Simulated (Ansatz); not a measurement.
# AlI: ionisation energy by level of theory

One table from this session's results is given with a row withheld; the runs are named, their logs left out.

Method: unrestricted cation, the program's frozen cores in correlated methods; program: Ansatz 0.2.0, Gaussian basis.

The runs, in order: UKS PBE-D4/def2-TZVPP; UKS r2SCAN-D4/def2-TZVPP; UKS PBE0-D4/def2-TZVPP; UKS B3LYP-D4/def2-TZVPP; UKS wB97X-V/def2-TZVPP; UKS wB97M-V/def2-TZVPP; UKS B2PLYP/def2-TZVPP; UHF-CCSD(T)/def2-TZVPP; UHF-CCSD(T)/def2-QZVPP; extrapolation to the limit; then −ε(HOMO) from the neutral's earlier runs with LDA (SPW92), PBE-D4, revPBE-D4, BLYP-D4, r2SCAN-D4, B97M-V, PBE0-D4, B3LYP-D4, r2SCANh-D4, r2SCAN0-D4, HSE06-D4, BHLYP-D4, CAM-B3LYP-D4, LC-ωPBE, ωB97X-V, ωB97M-V.

## The geometry

An earlier PBE0-D4 in a triple-zeta def2 set relaxation fixed the geometry. I takes the def2 core potential; no spin-orbit term is included.

SMILES `[Al][I]`, 2 atoms, charge 0, spin multiplicity 1.

Atoms are counted from 1 here; the program's logs count them from 0.

Bond lengths: Al1–I2 2.552 Å.

Set-up of the first run:

Contents of in.yaml:

```yaml
crystal:
  periodic: [false, false, false]
  atoms:
    - {symbol: Al, position_ang: [0.000000, 0.000000, -0.007483]}
    - {symbol: I, position_ang: [-0.000000, -0.000000, 2.544585]}
basis:
  gaussian: {orbitals: def2-TZVPP}
total_charge: 1
magnetization: {spin_polarized: true, initial_magnetization: 1}
hamiltonian: {xc: pbe, dispersion: d4}
```

The run is started by

```console
$ ansatz run in.yaml --threads 2 --pin off --events-out ev --progress --plain --max-ram 32768MiB --backend cpu
```

Steps of the session up to this table: Cation, UKS PBE-D4/def2-TZVPP; Cation, UKS r2SCAN-D4/def2-TZVPP; Cation, UKS PBE0-D4/def2-TZVPP; Cation, UKS B3LYP-D4/def2-TZVPP; Cation, UKS wB97X-V/def2-TZVPP; Cation, UKS wB97M-V/def2-TZVPP; Cation, UKS B2PLYP (frozen core)/def2-TZVPP; Cation, UHF-CCSD(T)/def2-TZVPP; Cation, UHF-CCSD(T)/def2-QZVPP.

One of the session's tables, all rows but one given; the rest of the session is left out.

It belongs to the step «Ionisation energies side by side». Orbital estimates, from the neutral's runs:

| functional | −ε(HOMO) (eV) |
| --- | --- |
| LDA (SPW92) | 5.97 |
| PBE-D4 | 5.85 |
| revPBE-D4 | 5.81 |
| BLYP-D4 | 5.69 |
| r2SCAN-D4 | 6.03 |
| B97M-V | 6.04 |
| PBE0-D4 | 6.75 |
| B3LYP-D4 | 6.57 |
| r2SCANh-D4 | 6.36 |
| r2SCAN0-D4 | 6.86 |
| HSE06-D4 | ? |
| BHLYP-D4 | 7.51 |
| CAM-B3LYP-D4 | 7.88 |
| LC-ωPBE | 9.05 |
| ωB97X-V | 8.77 |
| ωB97M-V | 8.61 |

**Question.** Estimate the row for HSE06-D4.

As computed: −ε(HOMO) (eV): 6.37. In the column «−ε(HOMO) (eV)» it lies between r2SCANh-D4 (6.36) and B3LYP-D4 (6.57).
